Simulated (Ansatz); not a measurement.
# C2H3Cl3Ge: the cost of one run

The runs use Ansatz 0.2.0, Gaussian basis; one geometry, several basis sets.

The runs, in order: PBE0-D4/def2-SVP; ωB97M-V/def2-SVP; PBE0-D4/def2-QZVPP; ωB97M-V/def2-QZVPP; the functionals' def2-TZVPP values are taken from earlier runs.

## (1) The geometry

All runs share one geometry, relaxed beforehand with PBE0-D4 in a triple-zeta def2 set.

9 atoms, charge 0, spin multiplicity 1.

Atoms are counted from 1 here; the program's logs count them from 0.

Bond lengths: C1–C2 1.325 Å, C1–H7 1.086 Å, C1–H8 1.085 Å, C2–Ge3 1.918 Å, C2–H9 1.086 Å, Ge3–Cl4 2.134 Å, Ge3–Cl5 2.134 Å, Ge3–Cl6 2.134 Å. Angles: C2–C1–H7 121.2°, C2–C1–H8 122.1°, H7–C1–H8 116.7°, C1–C2–Ge3 122.1°, C1–C2–H9 121.5°, Ge3–C2–H9 116.4°, C2–Ge3–Cl4 111.5°, C2–Ge3–Cl5 110.8°, C2–Ge3–Cl6 111.5°, Cl4–Ge3–Cl5 108.0°, Cl4–Ge3–Cl6 106.8°, Cl5–Ge3–Cl6 108.0°.

Coordinates:

```xyz
9
C2H3Cl3Ge
C     1.2726   -1.0504   -0.0431
C     0.2253   -0.5529    0.5982
Ge   -0.8668    0.8315   -0.1559
Cl   -2.8948    0.2002   -0.3649
Cl   -0.1489    1.3981   -2.0843
Cl   -0.8862    2.5716    1.0797
H     1.8814   -1.8343    0.3974
H     1.5655   -0.6998   -1.0275
H    -0.0597   -0.9106    1.5833
```

## (2) PBE0-D4 in def2-SVP

in.yaml reads:

```yaml
crystal:
  periodic: [false, false, false]
  atoms:
    - {symbol: C, position_ang: [1.272648, -1.050415, -0.043073]}
    - {symbol: C, position_ang: [0.225319, -0.552924, 0.598241]}
    - {symbol: Ge, position_ang: [-0.866826, 0.831507, -0.155920]}
    - {symbol: Cl, position_ang: [-2.894820, 0.200242, -0.364923]}
    - {symbol: Cl, position_ang: [-0.148891, 1.398149, -2.084338]}
    - {symbol: Cl, position_ang: [-0.886178, 2.571556, 1.079691]}
    - {symbol: H, position_ang: [1.881437, -1.834253, 0.397397]}
    - {symbol: H, position_ang: [1.565463, -0.699808, -1.027496]}
    - {symbol: H, position_ang: [-0.059653, -0.910553, 1.583321]}
basis:
  gaussian: {orbitals: def2-SVP}
hamiltonian: {xc: pbe0, dispersion: d4}
output: {orbitals: {seedname: orbitals}}
```

The run is started by

```sh
> ansatz run in.yaml --threads 4 --pin off --events-out ev --progress --plain --max-ram 11315MiB
```

**Question.** How long does this run take on 4 threads of Arm Neoverse V1, shared host, and how much memory does it need?

About 3 s, with a peak of 0.34 GiB.
